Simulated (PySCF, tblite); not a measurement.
# C₁₃H₁₄Si₁₃: electronic excitations, NMR shifts

Wanted: electronic excitations, NMR shifts for C₁₃H₁₄Si₁₃.

Programs: tblite 0.8.0 and PySCF 2.14.0, with routines of our own; each step states its level. All values are computed. Atoms count from 0.

## (1) The system as given

40 atoms, charge 0, multiplicity 1; geometry from: force field, distance geometry or constructed start.

## (2) Geometry optimisation with GFN2-xTB

What the job is given:

```
{"job": {"kind": "relax", "xc": "GFN2-xTB", "basis": "xTB"}, "charge": 0, "multiplicity": 1}
C     -0.072600     1.153000    -0.001600
Si    -1.630900     2.052400    -0.006900
C     -3.172700     1.152500     0.001000
Si    -3.178600    -0.630800    -0.006200
C     -1.628700    -1.531400     0.003400
Si    -0.080800    -0.635700    -0.002600
C      4.573100     3.841500    -0.003300
Si     3.026300     4.737500     0.001500
C      1.475400     3.837700    -0.000400
Si     1.469900     2.049000     0.001600
C      3.020800     1.153600    -0.002100
Si     4.570500     2.047800    -0.000000
C      6.119800     1.155500     0.005000
Si     3.025100    -0.635800    -0.002700
C      4.570800    -1.525100     0.000200
Si     6.121300    -0.634600     0.006300
C      1.473100    -1.528300     0.000900
Si    -1.628800    -3.323600    -0.001000
C     -0.078100    -4.213400     0.002500
Si     1.475500    -3.319300     0.002700
Si    -4.730400     2.053600     0.001500
C     -6.279200     1.156300    -0.000200
Si    -6.274900    -0.630600     0.006600
C     -4.732300    -1.534500    -0.001500
Si    -4.727600    -3.317600     0.000900
C     -3.184000    -4.216100     0.002500
H     -1.627000     3.492000    -0.000700
H      5.516400     4.385300     0.001200
H      3.023500     6.175100    -0.002000
H      0.529800     4.385100     0.003400
H      7.070800     1.700300    -0.001100
H      4.571100    -2.618900     0.000200
H      7.369300    -1.355100    -0.001900
H     -0.075400    -5.306500     0.003700
H      2.721000    -4.038400    -0.003300
H     -4.727600     3.491900    -0.002900
H     -7.223000     1.699800    -0.004100
H     -7.524400    -1.352700    -0.002600
H     -5.974000    -4.044100    -0.000100
H     -3.182700    -5.301800     0.001200
```

Run with:

```bash
OMP_NUM_THREADS=4 python large_run.py task.json out
```

The driver reads the jobs from task.json and runs them one after another.

The log of the run:

```text
step      E/eV     max force
  0   -1546.74688    2.132
  1   -1547.08894    0.866
  2   -1547.25992    0.610
  3   -1547.52138    0.858
  4   -1547.65539    0.682
  5   -1547.73435    0.370
  6   -1547.76305    0.254
  7   -1547.78049    0.293
  8   -1547.79486    0.300
  9   -1547.81298    0.285
 10   -1547.83270    0.324
 11   -1547.84856    0.238
 12   -1547.85733    0.130
 13   -1547.86178    0.127
 14   -1547.86534    0.114
 15   -1547.86945    0.135
 16   -1547.87364    0.113
 17   -1547.87742    0.129
 18   -1547.88067    0.117
 19   -1547.88332    0.084
 20   -1547.88510    0.063
 21   -1547.88627    0.078
 22   -1547.88725    0.085
 23   -1547.88828    0.073
 24   -1547.88927    0.061
 25   -1547.89003    0.046
 26   -1547.89056    0.043
 27   -1547.89102    0.040
 28   -1547.89145    0.042
 29   -1547.89181    0.043
 30   -1547.89210    0.032
 31   -1547.89233    0.024
 32   -1547.89250    0.025
 33   -1547.89263    0.022
 34   -1547.89276    0.025
 35   -1547.89290    0.026
 36   -1547.89303    0.021
 37   -1547.89311    0.015
```

It took 5.5 s on 4 threads of Intel Xeon 6975P-C, shared host; peak memory 0.16 GiB.

Relaxation path:

```tsv
step	energy from step 0 (eV)	largest force (eV/Å)
0	0.0000	2.1326
1	-0.3421	0.8662
2	-0.5130	0.6104
3	-0.7745	0.8578
4	-0.9085	0.6824
5	-0.9875	0.3696
6	-1.0162	0.2533
7	-1.0336	0.2925
8	-1.0480	0.3007
10	-1.0858	0.3234
12	-1.1105	0.1306
14	-1.1185	0.1136
17	-1.1305	0.1290
19	-1.1364	0.0842
21	-1.1394	0.0773
23	-1.1414	0.0731
26	-1.1437	0.0432
28	-1.1446	0.0419
30	-1.1452	0.0326
33	-1.1458	0.0224
34	-1.1459	0.0248
35	-1.1460	0.0262
36	-1.1462	0.0208
37	-1.1462	0.0148
```

Distances of close pairs at the start and the end, largest changes first:

```tsv
bond	before (Å)	after (Å)	change (Å)
C0–Si9	1.784	1.881	+0.098
Si13–C16	1.790	1.871	+0.081
C2–Si3	1.783	1.858	+0.075
C10–Si11	1.789	1.860	+0.071
C4–Si5	1.788	1.854	+0.065
C4–Si17	1.792	1.856	+0.064
Si3–C23	1.797	1.860	+0.063
C0–Si5	1.789	1.850	+0.061
```

The final coordinates are the input of the step that follows.

## (3) Vibrational analysis with GFN2-xTB

What the job is given:

```
{"job": {"kind": "ir", "xc": "GFN2-xTB", "basis": "xTB"}, "charge": 0, "multiplicity": 1}
C     -0.068922     1.163457    -0.000768
Si    -1.649669     2.014245    -0.001840
C     -3.281550     1.172732    -0.001335
Si    -3.242648    -0.684836    -0.000714
C     -1.662655    -1.583260     0.000022
Si    -0.040357    -0.686057    -0.000584
C      4.628472     3.942044    -0.000517
Si     3.068426     4.822190     0.000010
C      1.509509     3.920864     0.000618
Si     1.555667     2.112267    -0.000226
C      3.125193     1.181225    -0.000372
Si     4.728857     2.123633     0.000161
C      6.274647     1.162162     0.001148
Si     3.176878    -0.649344    -0.000286
C      4.743590    -1.555907     0.000220
Si     6.288135    -0.630729     0.000988
C      1.555391    -1.583523    -0.000675
Si    -1.651557    -3.439627     0.000962
C     -0.055812    -4.298441     0.001731
Si     1.503266    -3.399636     0.000060
Si    -4.859161     2.066854    -0.001530
C     -6.445065     1.208392    -0.001053
Si    -6.438033    -0.593190    -0.000290
C     -4.892946    -1.543867    -0.000243
Si    -4.829052    -3.375879     0.000565
C     -3.286123    -4.267390     0.001426
H     -1.773580     3.483263    -0.002947
H      5.558199     4.495526    -0.000732
H      3.036913     6.297989    -0.000239
H      0.567252     4.450293     0.001222
H      7.209246     1.707735     0.001535
H      4.751149    -2.636625     0.000379
H      7.563751    -1.372443     0.001310
H     -0.054869    -5.380397     0.002737
H      2.743995    -4.188104    -0.000782
H     -4.850170     3.539576    -0.001906
H     -7.375346     1.759880    -0.001218
H     -7.719934    -1.318034    -0.000043
H     -6.133206    -4.062558     0.000417
H     -3.288079    -5.349361     0.001878
```

The log of the run:

```text
mode    cm-1     km/mol
  1      -3.7      0.09
  2      14.8      0.13
  3      29.8      0.01
  4      42.1      0.11
  5      56.5      0.01
  6      68.3      0.02
  7      74.5      0.73
  8      75.3      0.50
  9      77.4      0.45
 10      87.0      1.49
 11     116.2      0.60
 12     120.3     25.66
 13     124.7     14.03
 14     131.4      0.14
 15     147.3      0.00
 16     161.7     13.61
 17     164.3      5.15
 18     166.7      0.71
 19     167.7     11.65
 20     180.8      1.94
 21     182.8      3.59
 22     190.5     12.62
 23     194.1      7.32
 24     196.7     11.69
 25     204.4      0.53
 26     208.2      5.33
 27     223.5     11.02
 28     224.2      0.93
 29     243.2      1.87
 30     245.4      0.26
 31     255.2      8.57
 32     256.5     35.97
 33     270.2     18.89
 34     289.4     14.19
 35     296.4     22.59
 36     304.8     12.48
 37     321.0    339.51
 38     336.0     22.78
 39     353.4     13.57
 40     358.7      1.03
 41     360.0      3.35
 42     366.4      0.11
 43     377.6     33.39
 44     417.8     21.46
 45     427.3     13.40
 46     427.5      8.85
 47     429.5     28.23
 48     437.1      4.32
 49     440.7     51.84
 50     444.4      3.45
 51     445.9      1.24
 52     447.9    151.04
 53     455.7     79.21
 54     458.5      7.83
 55     460.6    121.58
 56     463.1      1.92
 57     518.6     28.72
 58     541.7     18.35
 59     566.3      0.24
 60     577.6     18.93
 61     599.3    128.47
 62     604.5      7.47
 63     606.4     99.13
 64     613.9    168.42
 65     630.1     26.83
 66     633.6     12.12
 67     678.2     17.32
 68     778.3     75.27
 69     787.6    109.74
 70     792.3    111.48
 71     838.1     58.49
 72     852.8      3.00
 73     867.2     51.18
 74     879.3      8.08
 75     927.4    221.47
 76     931.1     26.70
 77     958.0    510.53
 78     961.5    323.67
 79     964.0     13.26
 80     972.4     51.06
 81     973.0    160.03
 82     975.5    298.60
 83     987.8     16.75
 84     997.2    742.11
 85    1006.1     28.84
 86    1007.8     30.68
 87    1019.4    122.45
 88    1025.9    128.54
 89    1037.9     94.05
 90    1050.6    219.18
 91    1076.1    945.06
 92    1086.7    212.46
 93    1122.7   1525.12
 94    1132.7    106.68
 95    1161.0    436.89
 96    1165.0   1510.41
 97    1177.9    324.23
 98    1185.1     21.12
 99    1191.1    442.35
100    1194.1   1195.96
101    2117.6    853.35
102    2120.6    273.74
103    2124.7    890.24
104    2129.8     82.34
105    2154.1   1274.69
106    2160.6    991.08
107    2175.0    397.60
108    3015.2     12.27
109    3018.7    176.55
110    3019.1     10.70
111    3023.0     89.30
112    3023.9     47.96
113    3025.1     67.08
114    3027.4     39.60
```

Wall time 29 s (4 threads of Intel Xeon 6975P-C, shared host); peak memory 0.16 GiB.

Which atoms move in the most intense modes:

```tsv
cm⁻¹	km/mol	atoms
1076	945.1	C2 21 %, C16 17 %
1123	1525.1	C23 32 %, C2 23 %
1165	1510.4	C8 27 %, C14 23 %, H29 10 %
1194	1196.0	C6 29 %, C12 15 %, H27 11 %
2118	853.4	H28 88 %
2125	890.2	H32 90 %
2154	1274.7	H35 54 %, H37 26 %
2161	991.1	H37 48 %, H35 30 %, H38 13 %
```

## (4) Electronic excitations: TDDFT wB97X-D/def2-SVP

Settings changed since step 3:

```diff
@@ -1,2 +1,2 @@
-{"job": {"kind": "ir", "xc": "GFN2-xTB", "basis": "xTB"}, "charge": 0, "multiplicity": 1}
+{"job": {"kind": "uv", "basis": "def2-SVP", "grid": 1, "kgrid": 0, "vcut": 1.5, "nstates": 6, "ntriplets": 2, "tda": false, "delta": [], "pop": true, "xc": "wB97X-D"}, "charge": 0, "multiplicity": 1}
 C     -0.068922     1.163457    -0.000768
```

Method: TDDFT wB97X-D/def2-SVP, vertical, gas phase, core orbitals frozen in the response, virtual orbitals cut by energy.

The log of the run:

```text
start: PBE on a coarse grid of 41858 points
cycle   1  E = -4261.3251811602  dE =  3.410e+00  |g| = 1.830e+00  |ddm| = 7.992e+00
cycle   2  E = -4257.2007125767  dE =  4.124e+00  |g| = 3.629e+00  |ddm| = 6.490e+00
cycle   3  E = -4262.1026007212  dE = -4.902e+00  |g| = 6.706e-01  |ddm| = 5.424e+00
cycle   4  E = -4262.2489220668  dE = -1.463e-01  |g| = 4.197e-01  |ddm| = 1.426e+00
cycle   5  E = -4262.2920076175  dE = -4.309e-02  |g| = 2.219e-01  |ddm| = 6.565e-01
cycle   6  E = -4262.3080039509  dE = -1.600e-02  |g| = 5.612e-02  |ddm| = 3.387e-01
cycle   7  E = -4262.3087052599  dE = -7.013e-04  |g| = 3.374e-02  |ddm| = 9.320e-02
cycle   8  E = -4262.3090470979  dE = -3.418e-04  |g| = 8.786e-03  |ddm| = 4.602e-02
final grid: 171895 points
cycle   9  E = -4265.3107484110  dE = -3.378e-02  |g| = 6.814e-02  |ddm| = 6.058e-01
cycle  10  E = -4265.3135964604  dE = -2.848e-03  |g| = 3.338e-02  |ddm| = 1.571e-01
cycle  11  E = -4265.3141963293  dE = -5.999e-04  |g| = 2.332e-02  |ddm| = 6.571e-02
cycle  12  E = -4265.3144699127  dE = -2.736e-04  |g| = 6.493e-03  |ddm| = 4.297e-02
cycle  13  E = -4265.3144960586  dE = -2.615e-05  |g| = 2.758e-03  |ddm| = 1.316e-02
cycle  14  E = -4265.3145029815  dE = -6.923e-06  |g| = 1.009e-03  |ddm| = 9.584e-03
cycle  15  E = -4265.3145073758  dE = -4.394e-06  |g| = 3.082e-04  |ddm| = 3.164e-03
cycle  16  E = -4265.3145060450  dE =  1.331e-06  |g| = 1.696e-04  |ddm| = 7.814e-04
cycle  17  E = -4265.3145079990  dE = -1.954e-06  |g| = 5.937e-05  |ddm| = 3.516e-04
converged SCF energy = -4265.3145079990

Static polarisability (au): isotropic 527.671, principal 214.420 586.801 781.792

Singlet excitations
state   eV       nm        f      main configurations
  1   3.0683    404.1   0.20415   H->L 0.51, H->L+2 0.09
  2   3.2745    378.6   0.14891   H-4->L 0.15, H->L+1 0.13, H-3->L+1 0.12
  3   3.4002    364.6   0.00148   H->L+5 0.46
  4   3.6718    337.7   0.20497   H->L+1 0.22, H-4->L 0.16, H->L+4 0.10
  5   3.7662    329.2   0.07775   H-2->L 0.18, H->L+2 0.16, H-4->L 0.14
  6   3.8425    322.7   0.04888   H-3->L 0.22, H-2->L+1 0.09, H-2->L 0.08

Triplet excitations (Tamm-Dancoff, eV): 2.6080 2.8172
```

Wall time 55 s (4 threads of Intel Xeon 6975P-C, shared host); peak memory 2.4 GiB.

The orbitals next to the gap, with their largest atomic shares:

```tsv
orbital	eV	atoms
HOMO−4	-8.25	C21 13 %, C4 9 %, C2 8 %
HOMO−3	-7.74	C18 17 %, C12 15 %, C10 9 %
HOMO−2	-7.49	C10 22 %, C6 15 %, C18 12 %
HOMO−1	-7.35	C8 26 %, C14 26 %, Si11 12 %
HOMO	-6.46	C12 25 %, C6 21 %, C14 14 %
LUMO	-1.15	Si20 29 %, Si22 28 %, Si1 15 %
LUMO+1	-0.32	Si19 22 %, Si17 12 %, Si24 10 %
LUMO+2	-0.20	Si3 30 %, Si1 17 %, Si24 17 %
LUMO+3	0.17	Si22 13 %, Si5 12 %, Si1 12 %
```

With each of the 6 states as a Gaussian band of 0.4 eV half-width at 1/e, the curve within the window shown has maxima at 357 nm (ε 17,000) L/(mol cm). Beyond the last state computed it falls off for lack of states. The curve at chosen wavelengths:

```json
{"nm": "299", "ε (L/mol/cm)": "4567"}
{"nm": "307", "ε (L/mol/cm)": "7414"}
{"nm": "315", "ε (L/mol/cm)": "10454"}
{"nm": "323", "ε (L/mol/cm)": "13136"}
{"nm": "331", "ε (L/mol/cm)": "15087"}
{"nm": "340", "ε (L/mol/cm)": "16330"}
{"nm": "348", "ε (L/mol/cm)": "16790"}
{"nm": "356", "ε (L/mol/cm)": "16906"}
{"nm": "364", "ε (L/mol/cm)": "16858"}
{"nm": "372", "ε (L/mol/cm)": "16702"}
{"nm": "380", "ε (L/mol/cm)": "16393"}
{"nm": "388", "ε (L/mol/cm)": "15857"}
{"nm": "396", "ε (L/mol/cm)": "15038"}
{"nm": "405", "ε (L/mol/cm)": "13777"}
{"nm": "413", "ε (L/mol/cm)": "12410"}
{"nm": "421", "ε (L/mol/cm)": "10899"}
{"nm": "429", "ε (L/mol/cm)": "9341"}
{"nm": "437", "ε (L/mol/cm)": "7822"}
{"nm": "445", "ε (L/mol/cm)": "6411"}
{"nm": "453", "ε (L/mol/cm)": "5153"}
{"nm": "461", "ε (L/mol/cm)": "4069"}
{"nm": "470", "ε (L/mol/cm)": "3060"}
{"nm": "478", "ε (L/mol/cm)": "2341"}
{"nm": "486", "ε (L/mol/cm)": "1768"}
{"nm": "494", "ε (L/mol/cm)": "1320"}
{"nm": "502", "ε (L/mol/cm)": "977"}
```

Leading natural transition orbitals of singlet state 4: the hole lies on C16, C18, C21 about 10 % each; C12, C14 about 8 % each; C8, C23 about 6 % each; the particle on Si19, Si20 about 16 % each; Si1, Si5 about 9 % each; Si22 8 %.

Leading natural transition orbitals of singlet state 1: the hole lies on C8 22 %; C6 15 %; C0, C12 about 10 % each; the particle on Si1 31 %; Si20 12 %; Si5, Si9, Si22 about 6 % each.

Ground-state properties from the same run:

```tsv
property	computed
dipole moment (D)	11.11
polarisability (Å³)	78.19
HOMO–LUMO gap (eV)	5.30
−ε(HOMO) (eV)	6.46
```

The fields below are evaluated on a grid from the run's orbitals.

Frontier orbitals at wB97X-D/def2-SVP, with the share of their density that lies nearest to each atom:

```tsv
orbital	energy (eV)	lies on
HOMO	-6.46	C6, C12 about 21 % each; C14 13 %; C8 10 %
LUMO	-1.15	Si20, Si22 about 22 % each; Si1 12 %; Si24 6 %
```

ELF in a plane through or near 40 of the atoms.

Ten even steps from '0' (0.00) to '9' (1.00):
```
0000000000000000000000000000
0000000000000000000000000000
0000003992000000001100000000
0000008994021010079910000000
0000001823399099179910870000
0000773475297099312466991000
0001995826471042463785630000
0000366710234538757338811000
0000011446548273388121799900
0009864484623881117768199900
0029937358801166640836215200
0001488110677608361173330000
0000117567083612832427999000
0007980816128224188282898000
0009992299031884917570030000
0001860097099275701991000000
0000000000299129910560000000
0000000000021006700000000000
0000000000000000000000000000
0000000000000000000000000000
```
The map spans 20.8 Å across and 15.7 Å up, centred on the molecule. Atoms in the plane (x, y in Å): C0 (-0.2, 1.1), Si1 (1.1, 2.4), C2 (2.9, 2.0), Si3 (3.3, 0.2), C4 (2.0, -1.1), Si5 (0.2, -0.7), C6 (-5.5, 2.6), Si7 (-4.2, 3.8), C8 (-2.5, 3.4), Si9 (-2.1, 1.6), C10 (-3.3, 0.3), Si11 (-5.1, 0.8), C12 (-6.4, -0.5), Si13 (-2.9, -1.5), C14 (-4.2, -2.8), Si15 (-5.9, -2.3), C16 (-1.1, -1.9), Si17 (2.5, -2.9), C18 (1.2, -4.1), Si19 (-0.5, -3.7), Si20 (4.1, 3.3), C21 (5.9, 2.9), Si22 (6.4, 1.1), C23 (5.1, -0.2), Si24 (5.6, -2.0), C25 (4.3, -3.2), H26 (0.8, 3.8), H27 (-6.6, 2.9), H28 (-4.6, 5.3), H29 (-1.7, 4.1), H30 (-7.4, -0.3), H31 (-3.9, -3.8), H32 (-6.9, -3.3), H33 (1.5, -5.2), H34 (-1.5, -4.8), H35 (3.7, 4.7), H36 (6.6, 3.7), H37 (7.8, 0.8), H38 (7.0, -2.3), H39 (4.6, -4.3).

log10 of the density (e/Å³) in the same plane.

Values, 10 rows by 14 columns:
```
-4.0 -4.0 -4.0 -4.0 -4.0 -4.0 -4.0 -4.0 -4.0 -4.0 -4.0 -4.0 -4.0 -4.0
-4.0 -4.0 -4.0 -2.3 -1.5 -2.9 -3.7 -4.0 -3.7 -2.5 -3.1 -4.0 -4.0 -4.0
-4.0 -4.0 -3.0 -1.4 -0.2 -0.7 -0.9 -1.0 -1.7  0.0 -1.2 -1.2 -2.9 -4.0
-4.0 -3.9 -1.1  0.2 -0.4  0.2 -1.0 -0.3 -0.5 -0.1  0.0  0.1 -2.3 -4.0
-4.0 -3.4 -1.9 -0.4 -0.4 -0.1 -0.1  0.0 -0.7 -0.2 -0.8  1.7 -0.5 -3.0
-4.0 -2.3  0.2  0.1 -0.5 -0.1 -0.9  1.1 -0.1  0.0  1.3 -0.9 -1.6 -3.5
-4.0 -3.1 -1.1  1.6  0.0 -0.2  1.1 -0.9 -0.2 -0.7  0.3  0.0 -1.5 -4.0
-4.0 -2.9 -0.6 -1.0  0.1 -1.4  0.1  0.0  0.0 -0.3 -0.2 -1.7 -2.7 -4.0
-4.0 -4.0 -3.3 -3.4 -2.7 -2.0 -0.8 -1.1 -0.4 -2.4 -1.9 -3.7 -4.0 -4.0
-4.0 -4.0 -4.0 -4.0 -4.0 -4.0 -3.5 -3.5 -3.2 -4.0 -4.0 -4.0 -4.0 -4.0
```
The map spans 20.8 Å across and 15.7 Å up, centred on the molecule. Atoms in the plane (x, y in Å): C0 (-0.2, 1.1), Si1 (1.1, 2.4), C2 (2.9, 2.0), Si3 (3.3, 0.2), C4 (2.0, -1.1), Si5 (0.2, -0.7), C6 (-5.5, 2.6), Si7 (-4.2, 3.8), C8 (-2.5, 3.4), Si9 (-2.1, 1.6), C10 (-3.3, 0.3), Si11 (-5.1, 0.8), C12 (-6.4, -0.5), Si13 (-2.9, -1.5), C14 (-4.2, -2.8), Si15 (-5.9, -2.3), C16 (-1.1, -1.9), Si17 (2.5, -2.9), C18 (1.2, -4.1), Si19 (-0.5, -3.7), Si20 (4.1, 3.3), C21 (5.9, 2.9), Si22 (6.4, 1.1), C23 (5.1, -0.2), Si24 (5.6, -2.0), C25 (4.3, -3.2), H26 (0.8, 3.8), H27 (-6.6, 2.9), H28 (-4.6, 5.3), H29 (-1.7, 4.1), H30 (-7.4, -0.3), H31 (-3.9, -3.8), H32 (-6.9, -3.3), H33 (1.5, -5.2), H34 (-1.5, -4.8), H35 (3.7, 4.7), H36 (6.6, 3.7), H37 (7.8, 0.8), H38 (7.0, -2.3), H39 (4.6, -4.3).

On the surface of density 0.002 e/bohr³ the electrostatic potential runs, from the 1st to the 99th percentile, from -1.38 V near C12 to 1.72 V near Si20.

(Part 1 of 2 ends here.)
